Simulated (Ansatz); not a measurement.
**Sn4F: a closer look at a trial structure**

Aim: for this structure of Sn4F, see whether it has a gap, which orbitals make up the states near it and how charge is shared.

Program: Ansatz 0.2.0. Level of theory: DFT PBE, scalar-relativistic, plane waves, PAW. These are calculated values, not measurements.

**1. The starting structure**

It takes space group P4/mmm (No. 123, tetragonal). The conventional cell has a = 5.015 Å, b = 5.015 Å, c = 6.726 Å, α = 90.00°, β = 90.00°, γ = 90.00°. Sn (site symmetry mmm) has 2 F at 2.51 Å in its first shell of neighbours. Around Sn (site symmetry 4mm) lie 5 Sn at 3.05 to 3.11 Å. F (site symmetry 4/mmm) has 4 Sn at 2.51 Å in its first shell of neighbours.

As a file:

```xyz
5
Lattice="5.0155 0.0000 0.0000 0.0000 5.0155 0.0000 0.0000 0.0000 6.7259" Properties=species:S:1:pos:R:3 pbc="T T T"
Sn    0.0000    2.5077    0.0000
Sn    2.5077    0.0000    0.0000
Sn    0.0000    0.0000    1.8363
Sn    0.0000    0.0000    4.8895
F     2.5077    2.5077    0.0000
```

The cell was relaxed beforehand at this level, from a generated guess; it is a trial structure. At a tolerance of 0.05 Å it has space group P4/mmm (No. 123); it has 33.84 Å³/atom, an uncorrected energy of -0.41 eV/atom over the elements.

**2. Static run: bands, density of states and charges**

input.yaml

```yaml
crystal:
  lattice:
    - [5.0154618042, 0.0, 0.0]
    - [0.0, 5.0154618042, 0.0]
    - [0.0, 0.0, 6.7258824118]
  atoms:
    - { symbol: Sn, position: [0.0, 0.5, 0.0] }
    - { symbol: Sn, position: [0.5, 0.0, 0.0] }
    - { symbol: Sn, position: [0.0, 0.0, 0.2730257103] }
    - { symbol: Sn, position: [0.0, 0.0, 0.7269742897] }
    - { symbol: F, position: [0.5, 0.5, 0.0] }
basis:
  ecutwfc: 420
kpoints:
  mp_grid: { grid: [8, 8, 6] }
  band_path:
    path:
      - [[0.0, 0.0, 0.0], [0.0, 0.5, 0.0], [0.5, 0.5, 0.0], [0.0, 0.0, 0.0], [0.0, 0.0, 0.5], [0.0, 0.5, 0.5], [0.5, 0.5, 0.5], [0.0, 0.0, 0.5]]
      - [[0.0, 0.5, 0.0], [0.0, 0.5, 0.5]]
      - [[0.5, 0.5, 0.0], [0.5, 0.5, 0.5]]
    npoints: 14
hamiltonian:
  xc: pbe
scf:
  occupations: { method: gaussian, width: 0.1 }
  n_extra_bands: 12
output:
  forces: true
  stress: true
  eigenvalues: true
  populations: true
  dos: { projected: true, de: 0.02, nscf_kmesh: { grid: [10, 10, 8] } }
  bader: true
  write_density: true
  write_potential: true
  elf: true
  volumetric_format: npy
```

Command:

```
$ ansatz run input.yaml --threads 1 --pin off --max-ram 2560MiB --backend cpu --events-out ev --progress --plain --runs-dir out
```

Output:

```text
Warning: RAYON_NUM_THREADS=1 ignored (pool sized by the plan → 1); use --threads N
scf.n_extra_bands = 12 over 32 filled bands (N_el = 63.0): the run solves 44 bands
Engine: ansatz 0.2.0, x86_64-unknown-linux-gnu
Pseudopotentials: kind: paw
Pseudopotential: Sn, paw, valence charge 14, recommended cutoff 420 eV (normal), Sn.paw.azcp
Pseudopotential: F, paw, valence charge 7, recommended cutoff 420 eV (normal), F.paw.azcp
Functional definition: PBE
  parameter kappa = 0.804
  parameter beta = 0.06672455060314922
  exchange = pbe_x(kappa = kappa, mu = beta*pi^2/3)
  correlation = pbe_c(beta = beta)
Crystal: 5 atoms, lattice volume = 169.189 Å³
Basis set: ecut = 420 eV, 3355 PW (Γ), exchange–correlation on 72×72×90 points (8 copies of the dense FFT grid, shifted against one another)
Bands: 44, of which v1, the nominal top of the filled ones, is band 32 counted from 1 (31 counted from 0)
Symmetry: 16 space group operations
Space group: P4/mmm (ITA 123), of the structure as read, at distance tolerance 5.5e-5 Å
k-points: 60 of 384
Non-local potential: Sn, projectors of the file, l = 0: 2, l = 1: 2, l = 2: 2, l = 3: 2
Non-local potential: F, projectors of the file, l = 0: 2, l = 1: 2, l = 2: 1
PAW form: soft (Blöchl's): semilocal exchange-correlation on the pseudo side does not see the compensation charge
PAW one-centre angular grid: Sn, 590 points (default); XC on 64 Gauss nodes
PAW one-centre angular grid: F, 110 points (default); XC on 64 Gauss nodes
Initial density: superposition of atomic densities (neutral atoms: chi_scale 0, normalization atom), corrected by the library's trained network
Initial wavefunctions: pseudopotential atomic-orbital guess
Functional: x = pbe(κ = 0.804, μ = 0.2195149727645171), c = pbe(β = 0.06672455060314922)
SCF iter   1: F=—  HF=-24904.506390 eV  |F-HF|=—  |Δ(HF+E_count)|=         —  Δρ=2.46e-3  dr2=4.29e-2  ethr=1.77e-3  ⟨swp⟩=7.7  Hψ=11939  notcnv=0  defer=84
preconditioner: auto → LDOS  [metal: Δε(μ)=0.028 eV  Ē_g=20.331 eV  σ=0.100 eV  W_gap=0.16  n_scr=36 (ndim 8)  ℏωp=22.7 eV  f_vac=0.215  D(μ)=3.13/eV (n_scr^D=18)  β→1.0]
SCF iter   2: F=—  HF=-24904.499306 eV  |F-HF|=—  |Δ(HF+E_count)|=   7.08e-3  Δρ=9.18e-4  dr2=1.28e-3  ethr=6.80e-5  ⟨swp⟩=2.1  Hψ=3772  notcnv=0  defer=222
SCF iter   3: F=—  HF=-24904.499689 eV  |F-HF|=—  |Δ(HF+E_count)|=   3.82e-4  Δρ=6.29e-4  dr2=1.10e-3  ethr=2.04e-6  ⟨swp⟩=2.0  Hψ=4257  notcnv=0  defer=222
SCF iter   4: F=—  HF=-24904.499369 eV  |F-HF|=—  |Δ(HF+E_count)|=   3.20e-4  Δρ=1.01e-4  dr2=1.76e-5  ethr=1.74e-6  ⟨swp⟩=2.0  Hψ=3614  notcnv=0  defer=222
SCF iter   5: F=—  HF=-24904.499438 eV  |F-HF|=—  |Δ(HF+E_count)|=   6.94e-5  Δρ=3.00e-5  dr2=1.39e-6  ethr=2.79e-8  ⟨swp⟩=2.0  Hψ=3816  notcnv=0  defer=222
SCF iter   6: F=-24904.499439 eV  HF=-24904.499439 eV  |F-HF|=6.73e-8  |Δ(HF+E_count)|=   3.30e-7  Δρ=6.95e-6  dr2=7.46e-8  ethr=1.59e-10  ⟨swp⟩=14.9  Hψ=21805  notcnv=0
SCF 1 converged in 6 iterations: F = -24904.499439 eV  dr2 = 7.46e-8
NSCF: frozen V_eff on 129 k-points
NSCF: frozen V_eff on 105 k-points
SCF converged after 6 iterations
Free energy (F): -24904.499439 eV
Harris-Foulkes:  -24904.499439 eV  (|F-HF|=6.73e-8)
Internal energy: -24904.483049 eV  (E = F + TS)
E sigma→0 (E₀):  -24904.491244 eV
Entropy (-TS):   -0.016390 eV (-3.278 meV/atom)
Fermi energy:    6.045846 eV
--- Per-component energies (eV) ---
  E_band       = -629.819294
  E_kinetic    = 948.491980
  E_local      = -6572.945060  (includes V_loc(G=0)·N_el)
  E_nonlocal   = -57.117686
  E_hartree    = 3507.864476
  E_xc         = -1608.915727
  E_vxc        = -484.250208  (∫ρ·V_xc dr)
  E_paw        = -16741.046417  (= ΣΔE_a)
  E_vpaw       = -1479.727572  (= ΣTr[D̂ρ^β])
  E_aug_tail   = 0.002038  (compensation charges beyond the density's cutoff)
  E_ewald      = -4380.816653
  E_smearing   = -0.016390  (= −TS)
  E_closure    = -0.000000  (closes the sum)
  Σ components = -24904.499439   (vs F -24904.499439, Δ=0.00e0)
--- Forces (eV/Å), atoms counted from 1 ---
  atom   1  Sn     0.00000000     0.00000000     0.00000000
  atom   2  Sn     0.00000000    -0.00000000     0.00000000
  atom   3  Sn    -0.00000000     0.00000000    -0.00562072
  atom   4  Sn     0.00000000     0.00000000     0.00562072
  atom   5  F      0.00000000    -0.00000000     0.00000000
  max |Σ_I F_I| component: 8.67e-19 eV/Å
--- Stress (GPa, compression-positive) ---
        0.029387       0.000000      -0.000000
        0.000000       0.029387      -0.000000
       -0.000000      -0.000000      -0.009580
  P = ⅓ Tr σ = 0.0164 GPa (0.164 kbar)
--- Band table (eV; the first three rows and the last of 60) ---
  k-point 0: bands = ["-18.0475", "-15.7512", "-15.6909", "-15.6628", "-15.6628", "-15.6425", "-15.6192", "-15.6192", "-15.6033", "-15.5313", "-15.5258", "-15.4475", "-15.4312", "-15.4312", "-15.3817", "-15.3731", "-15.3694", "-15.3634", "-15.2925", "-15.2870", "-15.2870", "-3.8729", "-0.5652", "-0.5225", "-0.5225", "0.5605", "0.8038", "1.1034", "3.8905", "3.8905", "5.7260", "7.2198", "7.2350", "7.2350", "8.2611", "9.1682", "9.1682", "10.1823", "10.7582", "10.7582", "11.0390", "11.7541", "12.0406", "13.7924"]
  k-point 1: bands = ["-18.0474", "-15.7511", "-15.6908", "-15.6644", "-15.6644", "-15.6368", "-15.6210", "-15.6210", "-15.6033", "-15.5311", "-15.5258", "-15.4513", "-15.4203", "-15.4203", "-15.3836", "-15.3756", "-15.3669", "-15.3615", "-15.2948", "-15.2947", "-15.2947", "-3.8234", "-1.0182", "-0.5213", "-0.5213", "0.8062", "0.8356", "1.4432", "3.9439", "3.9439", "5.6418", "6.8776", "6.8776", "7.1595", "7.9432", "9.6724", "9.6724", "10.1944", "10.7307", "10.7936", "10.7936", "12.0485", "12.0622", "14.8586"]
  k-point 2: bands = ["-18.0475", "-15.7510", "-15.6905", "-15.6675", "-15.6675", "-15.6244", "-15.6240", "-15.6240", "-15.6033", "-15.5304", "-15.5258", "-15.4601", "-15.3937", "-15.3937", "-15.3867", "-15.3784", "-15.3643", "-15.3587", "-15.3153", "-15.3153", "-15.2992", "-3.7074", "-1.5795", "-0.5194", "-0.5194", "0.8109", "0.9025", "2.3795", "4.0677", "4.0677", "5.2746", "6.3543", "6.3543", "7.0479", "7.6184", "9.1025", "10.4474", "10.4474", "11.0381", "11.0381", "11.7946", "12.1082", "12.8404", "14.7326"]
  k-point 59: bands = ["-17.9006", "-15.7269", "-15.7269", "-15.6956", "-15.6956", "-15.6721", "-15.6346", "-15.6306", "-15.5941", "-15.5490", "-15.5490", "-15.4610", "-15.4184", "-15.4184", "-15.3797", "-15.3752", "-15.3702", "-15.3304", "-15.3304", "-15.3270", "-15.2956", "-2.2266", "-2.2266", "-1.7615", "-1.1422", "0.9428", "1.9016", "1.9016", "3.5944", "3.5944", "5.3737", "5.8094", "6.1730", "9.0470", "9.0470", "9.6437", "9.9808", "9.9808", "9.9896", "10.8738", "12.4673", "13.7359", "13.7359", "13.7889"]
--- Löwdin populations: 5 sites ---
  site symbol       q [e]
     0     Sn     13.6796
     1     Sn     13.6796
     2     Sn     13.9706
     3     Sn     13.9706
     4      F      7.5256
  spilling = 0.002762 (of n_electrons = 63.000000)
--- Bader charges: 5 sites ---
  site symbol  charge [e]  shift [e]
     0     Sn      0.3927     0.0001
     1     Sn      0.3927     0.0001
     2     Sn      0.0198     0.0000
     3     Sn      0.0198     0.0000
     4      F     -0.8249     0.0002
  estimated error of the sums over rays = 6.0e-4 e
```

It took 1.7 min on 1 thread of Intel Xeon at 2.70GHz, shared host; peak memory 0.82 GiB.

By site:

```
atom  Löwdin electrons  Bader charge (e)  Bader volume (Å³)
 Sn1             13.68             +0.39               29.4
 Sn2             13.68             +0.39               29.4
 Sn3             13.97             +0.02               40.1
 Sn4             13.97             +0.02               40.1
  F5              7.53             -0.82               15.8
```

The Löwdin counts miss 0.17 of the 63 electrons, which the atomic orbitals do not span, so they are no charges.

bands.tsv at the labelled points (eV, zero at the Fermi level; the bands nearest the Fermi level):

```tsv
point	band 28	band 29	band 30	band 31	band 32	band 33	band 34	band 35
Γ	-4.94	-2.15	-2.15	-0.32	1.17	1.19	1.19	2.21
X	-4.00	-2.23	-1.78	-1.71	0.32	1.40	1.65	2.10
M	-4.20	-3.78	-1.86	-1.86	-0.73	0.83	0.83	3.93
Γ	-4.94	-2.15	-2.15	-0.32	1.17	1.19	1.19	2.21
Z	-3.07	-1.90	-1.90	-1.16	0.08	0.08	0.95	1.55
R	-2.72	-2.36	-1.98	-0.85	0.28	0.29	1.74	2.19
A	-4.14	-2.45	-2.45	-0.67	-0.24	0.13	3.00	3.00
Z	-3.07	-1.90	-1.90	-1.16	0.08	0.08	0.95	1.55
X	-4.00	-2.23	-1.78	-1.71	0.32	1.40	1.65	2.10
R	-2.72	-2.36	-1.98	-0.85	0.28	0.29	1.74	2.19
M	-4.20	-3.78	-1.86	-1.86	-0.73	0.83	0.83	3.93
A	-4.14	-2.45	-2.45	-0.67	-0.24	0.13	3.00	3.00
```

States per cell in windows of 1 eV, from dos.tsv and pdos.tsv (zero at the Fermi level):

| from | to | total | Sn 5s | Sn 5p | F 2p |
| --- | --- | --- | --- | --- | --- |
| -8 | -7 | 2.90 | 1.70 | 0.62 | 0.55 |
| -7 | -6 | 2.67 | 0.88 | 0.53 | 1.23 |
| -6 | -5 | 3.57 | 0.83 | 0.42 | 2.28 |
| -5 | -4 | 1.80 | 0.57 | 0.33 | 0.87 |
| -4 | -3 | 1.07 | 0.37 | 0.49 | 0.20 |
| -3 | -2 | 1.88 | 0.12 | 1.66 | 0.07 |
| -2 | -1 | 2.98 | 0.29 | 2.57 | 0.08 |
| -1 | 0 | 1.70 | 0.22 | 1.40 | 0.03 |
| 0 | 1 | 2.80 | 0.43 | 2.22 | 0.05 |
| 1 | 2 | 2.09 | 0.30 | 1.60 | 0.06 |
| 2 | 3 | 3.01 | 0.30 | 2.37 | 0.08 |
| 3 | 4 | 3.29 | 0.13 | 2.50 | 0.08 |
| 4 | 5 | 4.34 | 0.12 | 3.20 | 0.08 |
| 5 | 6 | 3.28 | 0.06 | 1.57 | 0.01 |

A further 44 or so states lie below the table's range.

Density in a lattice plane of the grid's cell (edges 5.02 and 5.02 Å, at 0.000 of the third edge), which holds Sn and F.

Ten even steps from ' ' (0.10 e/Å³) to '@' (16.56 e/Å³):
```
                  ..--++##++--..                
                    ..::--::..                  
                                                
                                                
                                                
                                                
                                                
--::..                ..::..                ..::
##++--..            ::==++==::            ..--++
@@%%==..          ..--**%%**--..          ..==%%
##++--..            ::==++==::            ..--++
--::..                ..::..                ..::
                                                
                                                
                                                
                                                
                                                
                    ..::--::..                  
                  ..--++##++--..                
                  ..==%%@@%%==..                
```
Columns run along the first of these edges and rows up along the second, over one cell in 24 and 20 even steps from the bottom left corner. Atoms in the plane (fractional): Sn at (0.00, 0.50), Sn at (0.50, 0.00), F at (0.50, 0.50).

ELF in the same plane.

Values, 12 rows by 12 columns:
```
0.15 0.16 0.25 0.36 0.33 0.15 0.04 0.15 0.33 0.36 0.25 0.16
0.27 0.25 0.21 0.26 0.28 0.30 0.28 0.30 0.28 0.26 0.21 0.25
0.38 0.36 0.26 0.15 0.13 0.13 0.14 0.13 0.13 0.15 0.26 0.36
0.31 0.33 0.28 0.13 0.14 0.43 0.57 0.43 0.14 0.13 0.28 0.33
0.04 0.15 0.30 0.13 0.43 0.78 0.76 0.78 0.43 0.13 0.30 0.15
0.00 0.04 0.28 0.14 0.57 0.76 0.42 0.76 0.57 0.14 0.28 0.04
0.04 0.15 0.30 0.13 0.43 0.78 0.76 0.78 0.43 0.13 0.30 0.15
0.31 0.33 0.28 0.13 0.14 0.43 0.57 0.43 0.14 0.13 0.28 0.33
0.38 0.36 0.26 0.15 0.13 0.13 0.14 0.13 0.13 0.15 0.26 0.36
0.27 0.25 0.21 0.26 0.28 0.30 0.28 0.30 0.28 0.26 0.21 0.25
0.15 0.16 0.25 0.36 0.33 0.15 0.04 0.15 0.33 0.36 0.25 0.16
0.12 0.15 0.27 0.38 0.31 0.04 0.00 0.04 0.31 0.38 0.27 0.15
```
Columns run along the first of these edges and rows up along the second, over one cell in 12 and 12 even steps from the bottom left corner. Atoms in the plane (fractional): Sn at (0.00, 0.50), Sn at (0.50, 0.00), F at (0.50, 0.50).

Both are smooth fields of the valence electrons: close to the nuclei they are not physical.

The highest ELF values outside the cores: 0.83 in the shell around F, 0.6 Å from F; 0.56 on the Sn–Sn line, 1.5 Å from Sn; 0.46 beside Sn, off the lines to its neighbours, 1.5 Å from Sn.

**3. A further run, with the input changed**

input.yaml

```yaml
crystal:
  lattice:
    - [5.0154618042, 0.0, 0.0]
    - [0.0, 5.0154618042, 0.0]
    - [0.0, 0.0, 6.7258824118]
  atoms:
    - { symbol: Sn, position: [0.0, 0.5, 0.0] }
    - { symbol: Sn, position: [0.5, 0.0, 0.0] }
    - { symbol: Sn, position: [0.0, 0.0, 0.2730257103] }
    - { symbol: Sn, position: [0.0, 0.0, 0.7269742897] }
    - { symbol: F, position: [0.5, 0.5, 0.0] }
basis:
  ecutwfc: 420
kpoints:
  mp_grid: { grid: [8, 8, 6] }
hamiltonian:
  xc: pbe
scf:
  occupations: { method: gaussian, width: 0.1 }
  max_iter: 100
output:
  forces: true
  eigenvalues: true
  stress: true
accuracy: 2.5
```

Command:

```
$ ansatz run input.yaml --threads 1 --pin off --max-ram 2560MiB --backend cpu --events-out ev --progress --plain --runs-dir out
```

Output:

```text
Error: YAML parse error: error: line 25 column 1: unknown variant `2.5`, expected one of low, medium, high
  --> <input>:25:1
   |
23 |   eigenvalues: true
24 |   stress: true
25 | accuracy: 2.5
   | ^ unknown variant `2.5`, expected one of low, medium, high
```

It took 0.03 s on 1 thread of Intel Xeon at 2.70GHz, shared host; peak memory 0.027 GiB.

**4. Reading the log**

The program refused the input before any cycle. Its message: «line 25 column 1: unknown variant `2.5`, expected one of low, medium, high»

In the input, accuracy is 2.5. The parser can't turn the typed value into what the key holds.

Remedy: delete accuracy (the default then holds).

**5. What came out**

| quantity | value |
| --- | --- |
| gap | none (metal) |
| states at the Fermi level | 3.01 per eV per cell |
| Bader charges | Sn +0.02 to +0.39, F -0.82 e |

What this shows: Bands cross the Fermi level: a metal at this level of theory. Of the projected weight within 0.25 eV of the Fermi level, the largest part is Sn 5p (85 %). Bader charges go up to 0.8 e. Spin polarisation is off in the runs that give these values; a magnetic solution could lie lower.
